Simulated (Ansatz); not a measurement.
Runs of Ansatz 0.2.0 on RuS. The structure is cubic, space group Fm-3m (No. 225). Conventional cell: a = 5.094 Å, b = 5.094 Å, c = 5.094 Å, α = 90.00°, β = 90.00°, γ = 90.00°. Around Ru (site symmetry m-3m) lie 6 S at 2.55 Å. Around S (site symmetry m-3m) lie 6 Ru at 2.55 Å. The cell comes from a database or a generator and needn't be the stable form of this composition.

```tsv
level	spin	U	fixed moment (μB)	cutoff (eV)	gap on the mesh (eV)	pressure (GPa)	moment (μB)
LDA+U	collinear, ferromagnetic start	Ru d U = 4 eV	4	420	-	(b)	4.00
LDA+U	collinear, ferromagnetic start	Ru d U = 4 eV	-	420	none	-16.9	0.00
r2SCAN+U	off	Ru d U = 7 eV	-	500	(a)	0.8	-
LDA+U	collinear, random start	Ru d U = 2 eV	-	420	none	-22.0	0.26
```

Alike in all rows: task single point; potentials or basis Ansatz PAW; cell as given; k mesh 6 × 6 × 6; smearing gaussian 0.05 eV.

Question: Fill in the values left out.

Answer: (a) 1.40; (b) 14.9.

Caveats: the PAW data sets come from PBE, with cores solved anew for the run's functional, which leaves a small shift of forces and pressure; the magnetic or orbital state may not be the lowest (some runs); the total moment is fixed, so each spin has its own Fermi level (some runs); the thresholds are loose for stress (some runs); the starting moments weren't kept (some runs).

A k mesh can miss the band edges, and the runs leave out spin-orbit coupling on Ru.

A gap of «none» marks a metal or a gap under the smearing width.
